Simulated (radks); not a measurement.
# Ionisation of Sc⁺: one atom, several choices of functional

The task here is to estimate one member of a computed series from the others.

Program: radks (a radial shooting solver on a logarithmic mesh, Libxc functionals) version 1. Level of theory: scalar-relativistic Kohn-Sham, spin-unpolarised, spherical densities, finite nucleus. These are calculated values, not measurements, unless marked.

## The atom as given

```
element       : scandium (Z = 21)
charge        : +1
electrons     : 20
configuration : [Ar] 3d1 4s1
ion           : Sc²⁺, [Ar] 3d1
choices       : exchange-only B88; BP86; XLYP; SCAN; BLYP; PW91
```

Outer shells as boxes (Hund's rule):

Sc⁺
```
[Ar] core
3d [↑ ][  ][  ][  ][  ]
4s [↑ ]
```

Sc²⁺
```
[Ar] core
3d [↑ ][  ][  ][  ][  ]
```

Set-up of the first run:

Settings of this run:

```text
Z 21
configuration [Ar] 3d1 4s1
relativity scalar-relativistic
functional b88,
spin unpolarised
nucleus finite rms 3.5459 fm
c 137.035999084
```

Among the steps run: exchange-only B88: Sc⁺; exchange-only B88: Sc²⁺; BP86: Sc⁺; BP86: Sc²⁺; XLYP: Sc⁺; XLYP: Sc²⁺; SCAN: Sc⁺; SCAN: Sc²⁺; BLYP: Sc⁺; BLYP: Sc²⁺; PW91: Sc⁺; PW91: Sc²⁺.

One table of the session follows, with a row left open; its other results are not shown here.

| functional | Δ-SCF (eV) | −ε(HOMO) (eV) | <r> HOMO (bohr) |
| --- | --- | --- | --- |
| exchange-only B88 | 12.233 | 9.068 | 1.737 |
| BP86 | 12.825 | 9.919 | 3.350 |
| XLYP | 12.975 | 9.775 | 3.356 |
| SCAN | ? | ? | ? |
| BLYP | 12.906 | 9.752 | 3.351 |
| PW91 | 12.784 | 9.762 | 3.367 |

**Question.** Estimate the row for SCAN.

**Answer.** Δ-SCF (eV): 12.362; −ε(HOMO) (eV): 9.656; <r> HOMO (bohr): 1.715. In the column «Δ-SCF (eV)» it lies between exchange-only B88 (12.233) and PW91 (12.784).

Spin polarisation and multiplet splitting are left out, so open shells lie too high by an amount that depends on their filling. The highest level changes shell from one choice to another, so −ε(HOMO) and Δ-SCF need not concern the same electron.
